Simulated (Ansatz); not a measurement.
# Relaxation of ZnSe4N2

The start is ZnSe4N2, a borrowed structure type, volume estimated. Where does it settle when we relax cell and atoms, and what is it like there?

Program: Ansatz 0.2.0. Level of theory: DFT, PBE, no spin polarisation, plane waves, PAW. These are calculated values, not measurements.

## 1. The system as given

The structure is tetragonal, space group I-4 (No. 82). The conventional cell has a = 5.460 Å, b = 5.460 Å, c = 11.120 Å, α = 90.00°, β = 90.00°, γ = 90.00°. N (site symmetry -4) has 4 Se at 2.38 Å as nearest neighbours. Zn (site symmetry -4) has 4 Se at 2.38 Å as nearest neighbours. Around Se (site symmetry 1) lie 1 Zn at 2.38 Å and 2 N at 2.38 Å.

In its conventional cell, by symmetry (the run takes the cell typed in the input):

```cif
data_structure
_symmetry_space_group_name_H-M 'I-4'
_symmetry_Int_Tables_number 82
_cell_length_a 5.4596
_cell_length_b 5.4596
_cell_length_c 11.1205
_cell_angle_alpha 90.000
_cell_angle_beta 90.000
_cell_angle_gamma 90.000
_cell_volume 331.48
loop_
_atom_site_label
_atom_site_type_symbol
_atom_site_symmetry_multiplicity
_atom_site_Wyckoff_symbol
_atom_site_fract_x
_atom_site_fract_y
_atom_site_fract_z
_atom_site_occupancy
N1 N 2 b 0.50000 0.50000 0.00000 1
Zn1 Zn 2 a 0.00000 0.00000 0.00000 1
N2 N 2 d 0.50000 0.00000 0.25000 1
Se1 Se 8 g 0.25000 0.75000 0.37500 1
```

The first density is read from a saved solution for the starting cell.

## 2. The walk to rest

input.yaml

```yaml
crystal:
  lattice:
    - [0.0, 5.459645, 0.0]
    - [5.459645, 0.0, 0.0]
    - [2.729822, 2.729822, -5.560237]
  atoms:
    - { symbol: "N", position: [0.5, 0.5, 0.0] }
    - { symbol: Zn, position: [0.0, 0.0, 0.0] }
    - { symbol: "N", position: [0.75, 0.25, 0.5] }
    - { symbol: Se, position: [0.375, 0.375, 0.75] }
    - { symbol: Se, position: [0.625, 0.125, 0.25] }
    - { symbol: Se, position: [0.875, 0.875, 0.75] }
    - { symbol: Se, position: [0.125, 0.625, 0.25] }
  symmetry: { tolerance: 0.0003 }
kpoints:
  mp_grid: { grid: [5, 5, 5], shift: [0, 0, 0] }
magnetization:
  spin_polarized: false
scf:
  occupations: { method: fermi_dirac }
  lower_state_search: "off"
hamiltonian:
  pseudopotentials: { kind: paw }
  xc: pbe
basis:
  ecutwfc: 420
  fft_grid_basis: typed
relax:
  max_steps: 60
  cell: { p_target: 0.0 }
output:
  forces: true
  stress: true
  eigenvalues: true
  bader: true
  populations: true
  elf: true
  write_potential: true
  volumetric_format: npy
  dos:
    e_range: [-12, 8]
    de: 0.05
    projected: { site_lists: { "N": ["N"], Se: [Se], Zn: [Zn] } }
  write_density: true
checkpoint:
  read: saved_state
```

The run is started by

```console
$ ansatz run input.yaml --threads 2 --pin off --max-ram 3584MiB --backend cpu --events-out ev --progress --plain --runs-dir out
```

The program printed (excerpt; [...] marks lines left out):

```text
Warning: checkpoint.read: basis.xc_grid differs: saved 1, current 2 (points along each axis for each point of the dense box; where the key is left out runs that use forces, runs that use the stress, dielectric runs by a finite field, finite-displacement phonons, runs of [...]
Warning: RAYON_NUM_THREADS=2 ignored (pool sized by the plan → 2); use --threads N
[...]
Pseudopotentials: kind: paw
Pseudopotential: N, paw, valence charge 5, recommended cutoff 420 eV (normal), N.paw.azcp
Pseudopotential: Zn, paw, valence charge 12, recommended cutoff 420 eV (normal), Zn.paw.azcp
Pseudopotential: Se, paw, valence charge 16, recommended cutoff 420 eV (normal), Se.paw.azcp
Functional definition: PBE
[...]
Crystal: 7 atoms, lattice volume = 165.738 Å³
Basis set: ecut = 420 eV, 3235 PW (Γ), exchange–correlation on 80×80×96 points (8 copies of the dense FFT grid, shifted against one another)
Bands: 52, of which v1, the nominal top of the filled ones, is band 43 counted from 1 (42 counted from 0)
Symmetry: 4 space group operations
Space group: I-4 (ITA 82), of the structure as read, at distance tolerance 1.6e-3 Å
k-points: 21 of 125 (time reversal used)
[...]
SCF iter   1: F=—  HF=-25956.320211 eV  |F-HF|=—  |Δ(HF+E_count)|=         —  Δρ=8.28e-4  dr2=9.31e-4  ethr=1.32e-6  ⟨swp⟩=2.0  Hψ=6207  notcnv=0
[...]
relax step   1: F+E_penalty+E_count = -25956.32278778 eV  Δ(F+E_penalty+E_count) = +0.000e0 eV  max|allowed force component| = 1.482e0 eV/Å  Δτ_max = 0.0000 Å  P = -5.978 GPa  Ω = 165.738 Å³  (8 SCF iters, dr2 threshold 1.00e-7 eV, accepted)
[...]
relax step   4: F+E_penalty+E_count = -25957.75956732 eV  Δ(F+E_penalty+E_count) = -7.474e-3 eV  max|allowed force component| = 9.697e-3 eV/Å  Δτ_max = 0.0107 Å  P = -0.009 GPa  Ω = 137.895 Å³  energy of the carried Pulay correction = +2.266e-2 eV  (7 SCF iters, dr2 threshold 7.00e-7 eV, accepted)
[...]
relax step   5: F+E_penalty+E_count = -25957.76046632 eV  Δ(F+E_penalty+E_count) = -8.990e-4 eV  max|allowed force component| = 9.172e-3 eV/Å  Δτ_max = 0.0044 Å  P = -0.051 GPa  Ω = 137.740 Å³  energy of the carried Pulay correction = +2.280e-2 eV  (6 SCF iters, dr2 threshold 6.18e-8 eV, accepted)
[...]
SCF iter   1: F=—  HF=-25957.760791 eV  |F-HF|=—  |Δ(HF+E_count)|=         —  Δρ=2.67e-4  dr2=8.78e-5  ethr=8.97e-8  ⟨swp⟩=3.0  Hψ=4924  notcnv=0
```

## 3. The log goes on

The log, continued:

```text
preconditioner: auto → LDOS  [insulator: Δε(μ)=0.402 eV  Ē_g=9.798 eV  σ=0.100 eV  W_gap=0.76  n_scr=36 (ndim 8)  ℏωp=21.5 eV  f_vac=0.029  D(μ)=1.08/eV (n_scr^D=2)  ε∞_Penn≈5.8  β→1.0]
SCF iter   2: F=—  HF=-25957.760803 eV  |F-HF|=—  |Δ(HF+E_count)|=   1.21e-5  Δρ=2.26e-4  dr2=1.20e-4  ethr=8.97e-8  ⟨swp⟩=2.0  Hψ=1582  notcnv=0
SCF iter   3: F=—  HF=-25957.760784 eV  |F-HF|=—  |Δ(HF+E_count)|=   1.88e-5  Δρ=1.01e-4  dr2=2.48e-5  ethr=8.97e-8  ⟨swp⟩=2.0  Hψ=1474  notcnv=0
SCF iter   4: F=—  HF=-25957.760778 eV  |F-HF|=—  |Δ(HF+E_count)|=   6.37e-6  Δρ=1.91e-5  dr2=1.01e-6  ethr=2.88e-8  ⟨swp⟩=1.1  Hψ=1094  notcnv=0
SCF iter   5: F=—  HF=-25957.760787 eV  |F-HF|=—  |Δ(HF+E_count)|=   9.22e-6  Δρ=8.28e-6  dr2=6.26e-8  ethr=1.17e-9  ⟨swp⟩=2.0  Hψ=1449  notcnv=0
SCF iter   6: F=-25957.760787 eV  HF=-25957.760787 eV  |F-HF|=6.98e-10  |Δ(HF+E_count)|=   3.37e-8  Δρ=1.31e-6  dr2=2.55e-9  ethr=2.00e-11  ⟨swp⟩=9.0  Hψ=7202  notcnv=0
SCF 6 converged in 6 iterations: F = -25957.760787 eV  dr2 = 2.55e-9
relax step   6: F+E_penalty+E_count = -25957.76078694 eV  Δ(F+E_penalty+E_count) = -3.206e-4 eV  max|allowed force component| = 5.107e-4 eV/Å  Δτ_max = 0.0020 Å  P = -0.001 GPa  Ω = 137.583 Å³  energy of the carried Pulay correction = +2.294e-2 eV  (6 SCF iters, dr2 threshold 1.72e-8 eV, accepted)
Basis set: ecut = 420 eV, 2661 PW (Γ), exchange–correlation on 72×72×90 points (8 copies of the dense FFT grid, shifted against one another)
Initial wavefunctions: pseudopotential atomic-orbital guess (no wavefunctions were taken with the density)
iter 1 solved again at ethr=1.08e-7 eV; its pass at ethr=3.10e-3 eV (dr2=9.31e-5 eV) is discarded
SCF iter   1: F=—  HF=-25957.750324 eV  |F-HF|=—  |Δ(HF+E_count)|=         —  Δρ=3.08e-4  dr2=2.66e-5  ethr=1.08e-7  ⟨swp⟩=2.1  Hψ=6287  notcnv=0
preconditioner: auto → LDOS  [insulator: Δε(μ)=0.403 eV  Ē_g=9.798 eV  σ=0.100 eV  W_gap=0.77  n_scr=36 (ndim 8)  ℏωp=21.5 eV  f_vac=0.029  D(μ)=1.08/eV (n_scr^D=2)  ε∞_Penn≈5.8  β→1.0]
SCF iter   2: F=—  HF=-25957.750416 eV  |F-HF|=—  |Δ(HF+E_count)|=   9.13e-5  Δρ=3.12e-4  dr2=1.14e-4  ethr=3.10e-8  ⟨swp⟩=2.4  Hψ=2053  notcnv=0
SCF iter   3: F=—  HF=-25957.750387 eV  |F-HF|=—  |Δ(HF+E_count)|=   2.85e-5  Δρ=1.71e-4  dr2=3.48e-5  ethr=3.10e-8  ⟨swp⟩=3.4  Hψ=2361  notcnv=0
SCF iter   4: F=—  HF=-25957.750384 eV  |F-HF|=—  |Δ(HF+E_count)|=   2.77e-6  Δρ=5.28e-5  dr2=4.12e-6  ethr=3.10e-8  ⟨swp⟩=2.0  Hψ=1419  notcnv=0
SCF iter   5: F=—  HF=-25957.750381 eV  |F-HF|=—  |Δ(HF+E_count)|=   3.36e-6  Δρ=9.86e-6  dr2=9.30e-8  ethr=4.79e-9  ⟨swp⟩=2.0  Hψ=1212  notcnv=0
SCF iter   6: F=—  HF=-25957.750381 eV  |F-HF|=—  |Δ(HF+E_count)|=   2.75e-8  Δρ=1.71e-6  dr2=3.79e-9  ethr=1.08e-10  ⟨swp⟩=2.0  Hψ=1451  notcnv=0
SCF iter   7: F=—  HF=-25957.750381 eV  |F-HF|=—  |Δ(HF+E_count)|=   1.47e-9  Δρ=3.51e-7  dr2=1.35e-10  ethr=4.41e-12  ⟨swp⟩=2.0  Hψ=1469  notcnv=0
SCF iter   8: F=-25957.750381 eV  HF=-25957.750381 eV  |F-HF|=1.82e-11  |Δ(HF+E_count)|=  3.64e-11  Δρ=1.09e-7  dr2=1.07e-11  ethr=1.00e-12  ⟨swp⟩=5.0  Hψ=4852  notcnv=0
SCF 7 converged in 8 iterations: F = -25957.750381 eV  dr2 = 1.07e-11
relax step   7: F+E_penalty+E_count = -25957.75038098 eV  Δ(F+E_penalty+E_count) = +1.041e-2 eV  max|allowed force component| = 8.126e-4 eV/Å  Δτ_max = 0.0000 Å  P = -0.121 GPa  Ω = 137.583 Å³  stress off target by 1.28e-1 GPa  SCF on the basis re-selected at this cell (its energy is not comparable with the rows above)  (8 SCF iters)
basis re-selected at this cell: Δ(F+E_penalty+E_count) = +1.041e-2 eV, ΔP = -0.120 GPa vs the last step (what re-selecting the basis moved, of the pressure what is left beyond the Pulay correction that the steps carried, after the strain that the cell walked since its last selection, with what the two solves' SCF thresholds leave and, on support functions, any second-order correction that the steps lacked; it is no measure of the basis error at this ecutwfc). The dense FFT grid was sized anew with the basis: this SCF ran on 36×36×45 points, the steps before it on 40×40×48, so part of this shift can come from that change (see relax.cell in the input reference). This SCF's stress stands 1.28e-1 GPa from its target on what of the cell is left free (relax.cell.stress_tol is 5.00e-2 GPa) and its largest allowed force component is 8.13e-4 eV/Å (relax.f_tol is 1.00e-2 eV/Å): not within both, so this SCF does not close the relaxation
Crystal: 7 atoms, lattice volume = 137.185 Å³
iter 1 solved again at ethr=2.15e-7 eV; its pass at ethr=3.10e-3 eV (dr2=1.85e-4 eV) is discarded
SCF iter   1: F=—  HF=-25957.750940 eV  |F-HF|=—  |Δ(HF+E_count)|=         —  Δρ=3.19e-4  dr2=1.88e-4  ethr=2.15e-7  ⟨swp⟩=2.0  Hψ=4427  notcnv=0
preconditioner: auto → LDOS  [insulator: Δε(μ)=0.408 eV  Ē_g=9.808 eV  σ=0.100 eV  W_gap=0.77  n_scr=36 (ndim 8)  ℏωp=21.5 eV  f_vac=0.028  D(μ)=1.09/eV (n_scr^D=2)  ε∞_Penn≈5.8  β→1.0]
SCF iter   2: F=—  HF=-25957.750980 eV  |F-HF|=—  |Δ(HF+E_count)|=   4.04e-5  Δρ=4.18e-4  dr2=3.86e-4  ethr=2.15e-7  ⟨swp⟩=2.0  Hψ=1616  notcnv=0
SCF iter   3: F=—  HF=-25957.750904 eV  |F-HF|=—  |Δ(HF+E_count)|=   7.63e-5  Δρ=4.79e-5  dr2=4.57e-6  ethr=2.15e-7  ⟨swp⟩=2.0  Hψ=1449  notcnv=0
SCF iter   4: F=—  HF=-25957.750906 eV  |F-HF|=—  |Δ(HF+E_count)|=   2.33e-6  Δρ=2.87e-5  dr2=6.48e-7  ethr=5.31e-9  ⟨swp⟩=2.0  Hψ=1489  notcnv=0
SCF iter   5: F=—  HF=-25957.750906 eV  |F-HF|=—  |Δ(HF+E_count)|=   2.36e-7  Δρ=6.36e-6  dr2=5.60e-8  ethr=7.53e-10  ⟨swp⟩=2.0  Hψ=1434  notcnv=0
SCF iter   6: F=-25957.750906 eV  HF=-25957.750906 eV  |F-HF|=8.22e-10  |Δ(HF+E_count)|=   9.28e-9  Δρ=2.23e-6  dr2=4.93e-9  ethr=4.79e-11  ⟨swp⟩=7.0  Hψ=6052  notcnv=0
SCF 8 converged in 6 iterations: F = -25957.750906 eV  dr2 = 4.93e-9
relax step   8: F+E_penalty+E_count = -25957.75090594 eV  Δ(F+E_penalty+E_count) = -5.250e-4 eV  max|allowed force component| = 2.851e-3 eV/Å  Δτ_max = 0.0033 Å  P = -0.009 GPa  Ω = 137.185 Å³  energy of the carried Pulay correction = +3.442e-4 eV  (6 SCF iters, dr2 threshold 4.12e-8 eV, accepted)
iter 1 solved again at ethr=5.38e-8 eV; its pass at ethr=3.10e-3 eV (dr2=4.63e-5 eV) is discarded
SCF iter   1: F=—  HF=-25957.750594 eV  |F-HF|=—  |Δ(HF+E_count)|=         —  Δρ=8.21e-6  dr2=2.32e-8  ethr=5.38e-8  ⟨swp⟩=3.0  Hψ=6833  notcnv=0
preconditioner: auto → LDOS  [insulator: Δε(μ)=0.408 eV  Ē_g=9.806 eV  σ=0.100 eV  W_gap=0.77  n_scr=36 (ndim 8)  ℏωp=21.5 eV  f_vac=0.029  D(μ)=1.08/eV (n_scr^D=2)  ε∞_Penn≈5.8  β→1.0]
SCF iter   2: F=—  HF=-25957.750599 eV  |F-HF|=—  |Δ(HF+E_count)|=   4.80e-6  Δρ=5.69e-6  dr2=4.80e-8  ethr=2.69e-11  ⟨swp⟩=2.0  Hψ=2037  notcnv=0
SCF iter   3: F=—  HF=-25957.750599 eV  |F-HF|=—  |Δ(HF+E_count)|=   4.88e-9  Δρ=4.10e-6  dr2=2.63e-8  ethr=2.69e-11  ⟨swp⟩=3.0  Hψ=2433  notcnv=0
SCF iter   4: F=—  HF=-25957.750599 eV  |F-HF|=—  |Δ(HF+E_count)|=   5.38e-9  Δρ=1.51e-6  dr2=4.15e-9  ethr=2.69e-11  ⟨swp⟩=2.0  Hψ=1204  notcnv=0
SCF iter   5: F=—  HF=-25957.750599 eV  |F-HF|=—  |Δ(HF+E_count)|=  7.71e-10  Δρ=3.56e-7  dr2=1.68e-10  ethr=4.82e-12  ⟨swp⟩=1.1  Hψ=1094  notcnv=0
SCF iter   6: F=-25957.750599 eV  HF=-25957.750599 eV  |F-HF|=1.09e-11  |Δ(HF+E_count)|=  5.46e-11  Δρ=5.30e-8  dr2=5.40e-12  ethr=1.00e-12  ⟨swp⟩=5.2  Hψ=4861  notcnv=0
SCF 9 converged in 6 iterations: F = -25957.750599 eV  dr2 = 5.40e-12
relax step   9: F+E_penalty+E_count = -25957.75059869 eV  Δ(F+E_penalty+E_count) = +3.072e-4 eV  max|allowed force component| = 2.858e-3 eV/Å  Δτ_max = 0.0000 Å  P = -0.011 GPa  Ω = 137.185 Å³  stress off target by 1.12e-2 GPa  SCF on the basis re-selected at this cell (its energy is not comparable with the rows above)  (6 SCF iters)
basis re-selected at this cell: Δ(F+E_penalty+E_count) = +3.072e-4 eV, ΔP = -0.002 GPa vs the last step (what re-selecting the basis moved, of the pressure what is left beyond the Pulay correction that the steps carried, after the strain that the cell walked since its last selection, with what the two solves' SCF thresholds leave and, on support functions, any second-order correction that the steps lacked; it is no measure of the basis error at this ecutwfc). This SCF's stress stands 1.12e-2 GPa from its target on what of the cell is left free (relax.cell.stress_tol is 5.00e-2 GPa) and its largest allowed force component is 2.86e-3 eV/Å (relax.f_tol is 1.00e-2 eV/Å): within both
SCF converged after 6 iterations
Free energy (F): -25957.750599 eV
Harris-Foulkes:  -25957.750599 eV  (|F-HF|=1.09e-11)
Internal energy: -25957.702742 eV  (E = F + TS)
E sigma→0 (E₀):  -25957.726671 eV
Entropy (-TS):   -0.047856 eV (-6.837 meV/atom)
Fermi energy:    8.099710 eV
--- Per-component energies (eV) ---
  E_band       = -1571.034359
  E_kinetic    = 842.423980
  E_local      = -11835.508593  (includes V_loc(G=0)·N_el)
  E_nonlocal   = -1668.539449
  E_hartree    = 5620.426670
  E_xc         = -667.418554
  E_vxc        = -588.263292  (∫ρ·V_xc dr)
  E_paw        = -9727.224444  (= ΣΔE_a)
  E_vpaw       = 438.002227  (= ΣTr[D̂ρ^β])
  E_aug_tail   = -0.002519  (compensation charges beyond the density's cutoff)
  E_ewald      = -8521.859833
  E_smearing   = -0.047856  (= −TS)
  E_closure    = 0.000000  (closes the sum)
  Σ components = -25957.750599   (vs F -25957.750599, Δ=0.00e0)
--- Forces (eV/Å), atoms counted from 1 ---
  atom   1  N     -0.00000000    -0.00000000     0.00000000
  atom   2  Zn     0.00000000     0.00000000     0.00000000
  atom   3  N     -0.00000000     0.00000000    -0.00000000
  atom   4  Se     0.00001434    -0.00285768     0.00050182
  atom   5  Se    -0.00285768    -0.00001434    -0.00050182
  atom   6  Se    -0.00001434     0.00285768     0.00050182
  atom   7  Se     0.00285768     0.00001434    -0.00050182
  max |Σ_I F_I| component: 9.37e-17 eV/Å
--- Stress (GPa, compression-positive) ---
       -0.011029       0.000000      -0.000000
       -0.000000      -0.011029      -0.000000
       -0.000000      -0.000000      -0.011223
  P = ⅓ Tr σ = -0.0111 GPa (-0.111 kbar)
--- Band table (eV; the first three rows and the last of 21) ---
  k-point 0: bands = ["-40.5769", "-40.5767", "-40.5767", "-40.5767", "-40.5622", "-40.5617", "-40.5598", "-40.5598", "-40.4681", "-40.4677", "-40.4672", "-40.4672", "-40.3702", "-40.3698", "-40.3681", "-40.3681", "-40.3540", "-40.3537", "-40.3537", "-40.3537", "-9.2190", "-7.1840", "-5.4213", "-5.0426", "-5.0426", "-2.9564", "0.8296", "0.9363", "0.9480", "0.9480", "0.9918", "1.9740", "2.0525", "2.0525", "2.8458", "3.2225", "4.5841", "4.5841", "6.0819", "6.3105", "6.9406", "6.9406", "7.8897", "8.4372", "8.5620", "8.5620", "9.5953", "10.8017", "11.3039", "11.3039", "12.4381", "13.5188"]
  k-point 1: bands = ["-40.5769", "-40.5768", "-40.5767", "-40.5767", "-40.5622", "-40.5617", "-40.5598", "-40.5598", "-40.4681", "-40.4677", "-40.4672", "-40.4672", "-40.3702", "-40.3698", "-40.3681", "-40.3681", "-40.3540", "-40.3537", "-40.3537", "-40.3537", "-9.0978", "-7.5590", "-5.0494", "-5.0494", "-5.0162", "-3.1215", "0.8424", "0.9303", "0.9303", "0.9548", "0.9971", "2.0802", "2.1707", "2.1707", "2.6966", "3.5192", "4.5817", "4.5817", "5.1983", "6.6833", "6.6833", "6.8883", "7.7325", "8.7763", "8.7763", "8.7983", "9.0955", "11.1148", "11.1148", "11.1351", "12.9075", "13.2634"]
  k-point 2: bands = ["-40.5769", "-40.5768", "-40.5767", "-40.5767", "-40.5620", "-40.5618", "-40.5598", "-40.5598", "-40.4681", "-40.4677", "-40.4672", "-40.4672", "-40.3702", "-40.3699", "-40.3681", "-40.3681", "-40.3540", "-40.3537", "-40.3537", "-40.3536", "-8.7458", "-8.1958", "-5.0603", "-5.0603", "-4.3295", "-3.5400", "0.8588", "0.9048", "0.9048", "0.9800", "0.9955", "2.3502", "2.3873", "2.3873", "2.6115", "3.5710", "4.5022", "4.5022", "4.9175", "6.4880", "6.4880", "6.6707", "7.2832", "8.7686", "8.7686", "9.2573", "9.4337", "11.1156", "11.1398", "11.1398", "12.8420", "12.8420"]
  k-point 20: bands = ["-40.5768", "-40.5768", "-40.5768", "-40.5767", "-40.5616", "-40.5612", "-40.5605", "-40.5602", "-40.4678", "-40.4677", "-40.4674", "-40.4673", "-40.3696", "-40.3696", "-40.3687", "-40.3684", "-40.3541", "-40.3538", "-40.3538", "-40.3535", "-8.5971", "-8.0087", "-5.6643", "-5.3790", "-4.0476", "-3.2912", "0.7346", "0.8994", "0.9300", "0.9692", "1.0285", "1.4635", "1.9908", "2.2904", "2.9367", "3.6401", "4.2133", "5.2400", "5.5501", "5.9089", "6.5875", "6.7647", "7.6502", "8.8610", "9.2647", "9.7243", "9.8891", "10.4365", "10.5437", "11.6172", "13.5474", "14.3526"]
--- Relaxed structure (7 steps of the walk, 7 accepted, 2 SCFs on fresh bases) ---
  F+E_penalty+E_count = -25957.75059869 eV   max|allowed force component| = 2.858e-3 eV/Å   (the final SCF, on the basis selected at the relaxed cell)
  cell:  # Å, volume = 137.1848 Å³
    - [-5.094225085999178e-15, 5.063318184533446, -2.27657480420818e-7]
    - [5.063318184533446, -5.0942250886262635e-15, -2.2765748047924672e-7]
    - [2.531658851674129, 2.531658851674129, -5.35100753178978]
  atoms:
    - { symbol: N, position: [0.5, 0.5, 7.131223322493158e-19] }
    - { symbol: Zn, position: [-3.5655689656358787e-19, 3.3565276198292462e-19, 7.13113858434893e-19] }
    - { symbol: N, position: [0.75, 0.24999999999999994, 0.5000000000000001] }
    - { symbol: Se, position: [0.4120108380524199, 0.4177720659301667, 0.7256957816567539] }
    - { symbol: Se, position: [0.5822279340698332, 0.13770661970917406, 0.2743042183432461] }
    - { symbol: Se, position: [0.8622933802908266, 0.8565321524130796, 0.725695781656754] }
    - { symbol: Se, position: [0.1434678475869206, 0.5879891619475799, 0.27430421834324614] }
--- Löwdin populations: 7 sites ---
  site symbol       q [e]
     0      N      5.5000
     1     Zn     10.7964
     2      N      5.4851
     3     Se     15.9520
     4     Se     15.9520
     5     Se     15.9520
     6     Se     15.9520
  spilling = 0.004775 (of n_electrons = 86.000000)
--- Bader charges: 7 sites ---
  site symbol  charge [e]  shift [e]
     0      N     -0.6279     0.0003
     1     Zn      0.6604     0.0002
     2      N     -0.6088     0.0004
     3     Se      0.1441     0.0001
     4     Se      0.1440     0.0001
     5     Se      0.1441     0.0001
     6     Se      0.1440     0.0001
  estimated error of the sums over rays = 6.6e-4 e
```

Run time: 75 s. Hardware: 2 threads of Intel Xeon 6975P-C (Granite Rapids), shared host; peak memory 0.55 GiB.

Step by step:

```csv
step,energy from step 1 (eV/cell),largest force component (eV/Å),pressure (GPa),volume (Å³)
1,0.0000,1.4816,-5.98,165.74
2,-1.3425,0.3709,-1.17,143.47
3,-1.4293,0.0687,0.98,136.47
4,-1.4368,0.0097,-0.01,137.90
5,-1.4377,0.0092,-0.05,137.74
6,-1.4380,0.0005,0.00,137.58
7,-1.4276,0.0008,-0.12,137.58
8,-1.4281,0.0029,-0.01,137.18
9,-1.4278,0.0029,-0.01,137.18
```

Step 1 is the start. Steps 7, 9 repeat the geometry before on a plane-wave basis chosen anew for that cell, so the energy can jump there without any move; the table keeps such jumps.

| input's cell | before | after | change |
| --- | --- | --- | --- |
| a (Å) | 5.460 | 5.063 | -7.3 % |
| b (Å) | 5.460 | 5.063 | -7.3 % |
| c (Å) | 6.769 | 6.438 | -4.9 % |
| α (°) | 66.22 | 66.85 | +0.63° |
| β (°) | 66.22 | 66.85 | +0.63° |
| volume (Å³/atom) | 23.68 | 19.60 | -17.2 % |

The largest move, 0.24 Å, apart from the change of the cell, is shared by several atoms, Se5 among them.

## 4. Total and projected density of states

Counts of states in windows (eV from the Fermi level; tetrahedra), total and projected:

```
from    to  total   N p  Se p  Zn d
-8.0  -7.0  10.00  0.24  0.57  9.11
-7.0  -6.0   2.49  0.88  1.08  0.34
-6.0  -5.0   5.19  2.14  2.47  0.18
-5.0  -4.0   3.73  1.45  1.81  0.07
-4.0  -3.0   2.44  0.76  1.40  0.05
-3.0  -2.0   3.88  0.54  2.96  0.07
-2.0  -1.0   2.69  0.22  2.20  0.04
-1.0   0.0   3.59  0.23  2.83  0.03
 0.0   1.0   3.93  1.42  2.05  0.01
 1.0   2.0   3.20  1.12  1.69  0.01
 2.0   3.0   4.72  1.70  2.54  0.01
 3.0   4.0   1.62  0.17  0.67  0.00
```

On the mesh the valence top lies at -0.21 eV and the conduction bottom at 0.20 eV on this scale.

## 5. How the electrons are shared

By element, from the tables in the log (a charge is positive for electrons lost): Löwdin charges also hold the electrons that the projection spills.

```csv
element,atoms,Bader charge (e),Bader volume (Å³),Löwdin charge (e)
N,2,-0.63 to -0.61,11.9 to 12.0,-0.50 to -0.49
Zn,1,+0.66,15.6,+1.20
Se,4,+0.14,24.4,+0.05
```

Löwdin charges rest on a small set of atomic orbitals that misses 0.5 % of the electrons, so they need not add up to the cell's charge and can differ from Bader's even in sign.

[end of part 1 of 2]
